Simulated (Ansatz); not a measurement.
# C: how the settings move a single-point run

Question: which choices in the input matter for C?

Computed with Ansatz 0.2.0 (reference: DFT, HSE06, plane waves, PAW, unless a step's input says otherwise).

2 further runs of the same task are left out: 1 for a known fault of the program, 1 that didn't finish.

**1. The system as given**

It takes space group Fd-3m (No. 227, cubic). The conventional cell has a = 3.560 Å, b = 3.560 Å, c = 3.560 Å, α = 90.00°, β = 90.00°, γ = 90.00°. C (site symmetry -43m) has 4 C at 1.54 Å as nearest neighbours.

As a file:

```xyz
2
Lattice="0.0000 1.7801 1.7801 1.7801 0.0000 1.7801 1.7801 1.7801 0.0000" Properties=species:S:1:pos:R:3 pbc="T T T"
C     0.0000    0.0000    0.0000
C     0.8901    0.8901    0.8901
```

**2. Baseline**

The input, input.yaml:

```yaml
crystal:
  lattice:
    - [0.0, 1.7801241426, 1.7801241426]
    - [1.7801241426, 0.0, 1.7801241426]
    - [1.7801241426, 1.7801241426, 0.0]
  atoms:
    - { symbol: C, position: [0.0, 0.0, 0.0] }
    - { symbol: C, position: [0.25, 0.25, 0.25] }
kpoints:
  mp_grid: { grid: [6, 6, 6] }
hamiltonian:
  xc: hse06
scf:
  occupations: { method: fixed }
  n_extra_bands: 4
output:
  forces: true
  stress: true
  eigenvalues: true
```

Run with:

```console
ansatz run input.yaml --threads 4 --pin off --max-ram 3686MiB --backend cpu --events-out ev --progress --plain --runs-dir out
```

**3. Changing settings: exchange pbe, correlation pbe, coeff 0.75, omega 0.5**

Changes to input.yaml since step 2:

```diff
@@ -11,3 +11,3 @@
 hamiltonian:
-  xc: hse06
+  xc: { exchange: pbe, correlation: pbe, exx: { coeff: 0.75, omega: 0.5 } }
 scf:
```

**4. Changed: exchange pbe, correlation pbe, coeff 0.3, omega 0.5**

Changes to input.yaml since step 2:

```diff
@@ -11,3 +11,3 @@
 hamiltonian:
-  xc: hse06
+  xc: { exchange: pbe, correlation: pbe, exx: { coeff: 0.3, omega: 0.5 } }
 scf:
```

**5. Changing settings: exchange pbe, correlation pbe, coeff 0.15, omega 0.3**

Changes to input.yaml since step 2:

```diff
@@ -11,3 +11,3 @@
 hamiltonian:
-  xc: hse06
+  xc: { exchange: pbe, correlation: pbe, exx: { coeff: 0.15, omega: 0.3 } }
 scf:
```

**6. Changing settings: exchange pbe, correlation pbe, coeff 0.4, omega 0.3**

Changes to input.yaml since step 2:

```diff
@@ -11,3 +11,3 @@
 hamiltonian:
-  xc: hse06
+  xc: { exchange: pbe, correlation: pbe, exx: { coeff: 0.4, omega: 0.3 } }
 scf:
```

**7. Changed: ecutwfc 350**

Changes to input.yaml since step 2:

```diff
@@ -19 +19,3 @@
   eigenvalues: true
+basis:
+  ecutwfc: 350
```

**Question.** What will these runs give? Wanted: for each run, ending; energy change; pressure; gap; force.

As calculated:

| run | ending | energy change | pressure (GPa) | gap (eV) | force (eV/Å) | cycles | time |
| --- | --- | --- | --- | --- | --- | --- | --- |
| reference | converged | 0 | -5.7 | 5.34 | 0.00 | 10 | 4.4 s |
| 1: exchange pbe, correlation pbe, coeff 0.75, omega 0.5 | converged | not comparable | -19.2 | 6.00 | 0.00 | 15 | 4.7 s |
| 2: exchange pbe, correlation pbe, coeff 0.3, omega 0.5 | converged | not comparable | -5.5 | 4.88 | 0.00 | 8 | 4.4 s |
| 3: exchange pbe, correlation pbe, coeff 0.15, omega 0.3 | converged | not comparable | -1.5 | 4.73 | 0.00 | 8 | 4 s |
| 4: exchange pbe, correlation pbe, coeff 0.4, omega 0.3 | converged | not comparable | -10.8 | 5.69 | 0.00 | 10 | 4.7 s |
| 5: ecutwfc 350 | converged | +23.0 meV/atom | -6.4 | 5.35 | 0.00 | 10 | 4.7 s |

Residual by cycle in the longest SCF loop of each run; runs are numbered as in the table. The quantity is the density residual dr2, in eV.

| cycle | reference | run 1 | run 2 | run 3 | run 4 | run 5 |
| --- | --- | --- | --- | --- | --- | --- |
| 1 | 0.00461 | 1.2e-5 | 0.0055 | 0.00156 | 0.0108 | 0.00504 |
| 2 | 7.4e-4 | 1.3e-6 | 8.6e-4 | 2.4e-4 | 0.00188 | 8.1e-4 |
| 3 | 2.6e-5 | 5.2e-7 | 2.9e-5 | 4.9e-6 | 1.0e-4 | 2.5e-5 |
| 4 | 2.0e-6 | 4.2e-8 | 1.8e-6 | 2.7e-7 | 1.1e-5 | 2.4e-6 |
| 5 | 3.6e-7 | 1.8e-8 | - | - | 2.2e-6 | 4.5e-7 |
| 6 | - | 2.9e-9 | - | - | - | - |

**Reading.** «ecutwfc 350» moves the energy by +23.0 meV/atom. Run 5 ran under the cutoff that the potentials recommend, as the log warns, so basis error is mixed into its values.
